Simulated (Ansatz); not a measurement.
This script for an SCF with some post-processing of LiIn3, space group Pm-3m with Ansatz 0.2.0, Python API holds a mistake.

The script reads `liin3.cif`:
```cif
data_LiIn3
_cell_length_a 4.492850
_cell_length_b 4.492850
_cell_length_c 4.492850
_cell_angle_alpha 90.00000
_cell_angle_beta 90.00000
_cell_angle_gamma 90.00000
_symmetry_space_group_name_H-M 'P 1'
_symmetry_Int_Tables_number 1
loop_
_symmetry_equiv_pos_as_xyz
'x, y, z'
loop_
_atom_site_label
_atom_site_type_symbol
_atom_site_fract_x
_atom_site_fract_y
_atom_site_fract_z
Li1 Li    0.500000    0.500000    0.500000
In2 In    0.500000    0.000000    0.000000
In3 In    0.000000    0.500000    0.000000
In4 In    0.000000    0.000000    0.500000
```

The script, `survey_liin3.py`:
```python
'''Electronic structure of LiIn3, looked at from several sides.'''

from collections import Counter
from pathlib import Path

import ansatz as az
from ase.io import read
from ase.io.cube import read_cube_data
from ase.units import Bohr
import numpy as np
from pymatgen.core import Structure
from scipy.ndimage import map_coordinates

config = {
    'functional': 'pbesol',
    'cutoff_ev': 420,
    'kgrid': (5, 5, 5),
    'filling': 'Fermi-Dirac',
    'sigma': 0.1,
    'scf_tol': 1e-08,
}


def main() -> None:
    atoms = read('liin3.cif')
    liin3 = az.Crystal.from_ase(atoms)

    setup = (
        liin3.calculation()
        .functional(config['functional'])
        .basis(config['cutoff_ev'])
        .kpoints(*config['kgrid'])  # sampling of the Brillouin zone
        .occupations(config['filling'], width=config['sigma'])
        .scf(tolerance=config['scf_tol'])
        .density()  # keep the density on its grid
        .output_files(volumetric_format='cube')
    )
    out = setup.run()
    rep = out.report()

    print(f'free energy      {rep["free_energy_ev"]:.5f} eV')
    print(f'per atom         {rep["free_energy_ev"] / len(out.lattice.sites):.5f} eV')
    print(f'SCF iterations   {rep["n_iterations"]}  (converged: {rep["converged"]})')

    # cube files hold the density in electrons per cubic bohr
    folder = Path(out.write_results('cubes'))
    print('\n'.join((folder / 'rho.cube').read_text().splitlines()[: 6 + 4]))
    values, cube_atoms = read_cube_data(str(folder / 'rho.cube'))
    print('electrons from the file:', round(values.mean() * cube_atoms.get_volume() / Bohr ** 3, 3))

    final = Structure(out.lattice.cell_ang, [s.symbol for s in out.lattice.sites], [s.position_frac for s in out.lattice.sites])
    # shortest distances, periodic images included
    for index, site in enumerate(final):
        near = final.get_neighbors(site, 4.5)
        edge = 1.15 * min(n.nn_distance for n in near)
        shell = Counter((round(n.nn_distance, 2), n.specie.symbol) for n in near if n.nn_distance < edge)
        print(f'{index:2d} {site.specie.symbol:2s}', ', '.join(f'{count} {symbol} at {d:.2f}' for (d, symbol), count in sorted(shell.items())))

    # the grid holds the pseudo-density, which differs from the true one inside the cores
    rho = out.density()
    total = sum(channel.density_e_per_ang3 for channel in rho.channels[:2])
    grid_cell = np.asarray(rho.fft_grid_basis) @ out.lattice.cell_ang
    partner = min(final.get_neighbors(final[0], 5.0), key=lambda n: n.nn_distance)
    line = np.linspace(final[0].coords, partner.coords, 13)
    points = (line @ np.linalg.inv(grid_cell)) * rho.dims
    values = map_coordinates(total, points.T, order=3, mode='grid-wrap')
    print(f'from {final[0].specie} to {partner.specie}, {partner.nn_distance:.3f} A')
    for t, value in zip(np.linspace(0, partner.nn_distance, 13), values):
        print(f'{t:7.3f} A  {value:9.4f} e/A^3')

    for term in (az.EnergyTerm.SMEARING, az.EnergyTerm.DISPERSION):
        print(f'F without {term.name.lower()}: {az.free_energy_without(rep, term):.5f} eV')


if __name__ == '__main__':
    main()
```

Running `python survey_liin3.py` prints:
```text
Traceback (most recent call last):
  File "survey_liin3.py", line 76, in <module>
    main()
    ~~~~^^
  File "survey_liin3.py", line 39, in main
    rep = out.report()
TypeError: 'dict' object is not callable
```

Why does it end like this?

The fault: report is a dict, not a method. The correction:

```diff
--- before
+++ after
@@ -38,3 +38,3 @@
     out = setup.run()
-    rep = out.report()
+    rep = out.report
```

With that change:

Output of `python survey_liin3.py`:
```text
free energy      -16779.82543 eV
per atom         -4194.95636 eV
SCF iterations   8  (converged: True)
ansatz rho
values in e/bohr^3 (x slowest, z fastest)
    4    0.000000    0.000000    0.000000
   32    0.265321    0.000000    0.000000
   32    0.000000    0.265321    0.000000
   32    0.000000    0.000000    0.265321
    3    3.000000    4.245128    4.245128    4.245128
   49   49.000000    4.245128    0.000000    0.000000
   49   49.000000    0.000000    4.245128    0.000000
   49   49.000000    0.000000    0.000000    4.245128
electrons from the file: 42.0
 0 Li 12 In at 3.18
 1 In 8 In at 3.18, 4 Li at 3.18
 2 In 8 In at 3.18, 4 Li at 3.18
 3 In 8 In at 3.18, 4 Li at 3.18
from Li to In, 3.177 A
  0.000 A     9.4311 e/A^3
  0.265 A     5.3732 e/A^3
  0.529 A     0.7447 e/A^3
  0.794 A     0.0716 e/A^3
  1.059 A     0.0557 e/A^3
  1.324 A     0.0709 e/A^3
  1.588 A     0.1031 e/A^3
  1.853 A     0.1755 e/A^3
  2.118 A     0.3935 e/A^3
  2.383 A     1.3001 e/A^3
  2.647 A     4.3912 e/A^3
  2.912 A     9.7301 e/A^3
  3.177 A    12.9614 e/A^3
F without smearing: -16779.73143 eV
F without dispersion: -16779.82543 eV
```

Total energies depend on the potentials; only differences at equal settings carry meaning. The mesh is modest for a metal, so energies can be off by several to tens of meV an atom and pressures by half a GPa or more; differences at equal mesh fare better. Densities and potentials on the grid are those of the valence electrons, and inside the cores they hang on the potentials used. The structure comes from a database of computed cells and needn't be a stable or known phase. Timing: 2.7 s on 1 thread of Intel(R) Xeon(R) Platinum 8259CL CPU @ 2.50GHz (Skylake/Cascade Lake) (shared host), peak memory 0.47 GiB.

(Lines on the test bed's own set-up are left out of the output.)
